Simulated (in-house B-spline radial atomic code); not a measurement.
# Pm⁵⁺: binding energies from hole states

Wanted: ΔSCF binding energies of Pm⁵⁺.

Program: in-house B-spline radial atomic code version 1. Level of theory: Dirac-Hartree-Fock, average of configuration, Fermi nucleus, basis-set limit. These are calculated values, not measurements, unless marked.

## Step 1: Starting point

```
element       : promethium (Z = 61)
charge        : +5
electrons     : 56
configuration : [Kr] 4d10 4f3 5s2 5p5
Hamiltonian   : Dirac-Coulomb
nucleus       : Fermi, rms radius 4.962 fm
```

The outer shells:

[Kr] 4d10 4f3 5s2 5p5
```
[Kr] core
4d [↑↓][↑↓][↑↓][↑↓][↑↓]
4f [↑ ][↑ ][↑ ][  ][  ][  ][  ]
5s [↑↓]
5p [↑↓][↑↓][↑ ]
```

The boxes draw the filling by Hund's rule, which heavy ions in jj coupling don't follow; these runs average over all states of the configuration.

The run's settings:

```ini
Z = 61
electrons = 56.0
configuration = [Kr] 4d10 4f3 5s2 5p5
hamiltonian = dirac
method = hf
spin_polarised = False
nucleus = fermi
rms_radius = 4.961999461404065
mass_number = 145
atomic_mass = 144.912755748
speed_of_light = 137.035999084
```

This reference run was done before. Its total energy is -10016.905856 hartree, and its levels are (the highest eight at most):

```tsv
orbital	occupation	energy (eV)	<r> (bohr)
4p3/2	4	-330.01	0.6322
4d3/2	4	-211.91	0.6744
4d5/2	6	-207.24	0.6839
5s1/2	2	-109.68	1.367
5p1/2	1.66667	-87.201	1.483
5p3/2	3.33333	-82.779	1.543
4f5/2	1.28571	-78.327	0.8347
4f7/2	1.71429	-77.794	0.8406
```

## Step 2: The 3p3/2 hole

In configurations, a minus sign after the shell means j = l − 1/2 and a plus sign j = l + 1/2; the count of electrons follows.

The run's settings:

```ini
Z = 61
electrons = 55.0
configuration = 1s2 2s2 2p6 3s2 3p-2 3p+3 3d10 4s2 4p6 4d10 4f3 5s2 5p5
hamiltonian = dirac
method = hf
spin_polarised = False
nucleus = fermi
rms_radius = 4.961999461404065
mass_number = 145
atomic_mass = 144.912755748
speed_of_light = 137.035999084
```

## Step 3: The 3d3/2 hole

The settings differ from step 2 so:

```diff
@@ -2,3 +2,3 @@
 electrons = 55.0
-configuration = 1s2 2s2 2p6 3s2 3p-2 3p+3 3d10 4s2 4p6 4d10 4f3 5s2 5p5
+configuration = 1s2 2s2 2p6 3s2 3p6 3d-3 3d+6 4s2 4p6 4d10 4f3 5s2 5p5
 hamiltonian = dirac
```

## Step 4: The 3d5/2 hole

The settings differ from step 3 so:

```diff
@@ -2,3 +2,3 @@
 electrons = 55.0
-configuration = 1s2 2s2 2p6 3s2 3p6 3d-3 3d+6 4s2 4p6 4d10 4f3 5s2 5p5
+configuration = 1s2 2s2 2p6 3s2 3p6 3d-4 3d+5 4s2 4p6 4d10 4f3 5s2 5p5
 hamiltonian = dirac
```

## Step 5: The 4s hole

The settings differ from step 4 so:

```diff
@@ -2,3 +2,3 @@
 electrons = 55.0
-configuration = 1s2 2s2 2p6 3s2 3p6 3d-4 3d+5 4s2 4p6 4d10 4f3 5s2 5p5
+configuration = 1s2 2s2 2p6 3s2 3p6 3d10 4s1 4p6 4d10 4f3 5s2 5p5
 hamiltonian = dirac
```

## Step 6: The 4p1/2 hole

The settings differ from step 5 so:

```diff
@@ -2,3 +2,3 @@
 electrons = 55.0
-configuration = 1s2 2s2 2p6 3s2 3p6 3d10 4s1 4p6 4d10 4f3 5s2 5p5
+configuration = 1s2 2s2 2p6 3s2 3p6 3d10 4s2 4p-1 4p+4 4d10 4f3 5s2 5p5
 hamiltonian = dirac
```

## Step 7: The 4p3/2 hole

The settings differ from step 6 so:

```diff
@@ -2,3 +2,3 @@
 electrons = 55.0
-configuration = 1s2 2s2 2p6 3s2 3p6 3d10 4s2 4p-1 4p+4 4d10 4f3 5s2 5p5
+configuration = 1s2 2s2 2p6 3s2 3p6 3d10 4s2 4p-2 4p+3 4d10 4f3 5s2 5p5
 hamiltonian = dirac
```

Before running: What does each hole state cost in eV, and how does that compare with the orbital energies or single holes?

**Answer**, as computed:

| hole | ΔSCF (eV) | with Breit, QED, recoil (eV) | −ε of the parent (eV) | −ε less ΔSCF (eV) |
| --- | --- | --- | --- | --- |
| 3p3/2 | 1443.94 | 1441.80 | 1461.45 | 17.51 |
| 3d3/2 | 1134.85 | 1133.71 | 1154.36 | 19.51 |
| 3d5/2 | 1110.52 | 1109.89 | 1129.71 | 19.19 |
| 4s | 420.39 | 419.61 | 426.30 | 5.92 |
| 4p1/2 | 349.99 | 349.36 | 355.71 | 5.71 |
| 4p3/2 | 324.75 | 324.40 | 330.01 | 5.26 |

Every ΔSCF value lies below −ε, since the other electrons relax into the hole: by 17.5 eV for 3p3/2 and 5.26 eV for 4p3/2. The spin-orbit splitting of the 3d hole is 23.82 eV with those corrections. Two partly filled shells share a symmetry and can mix in the average, which may lower the energy, in these hole states: 3p3/2; 4p1/2; 4p3/2. Values are for the free ion, measured from the vacuum level.
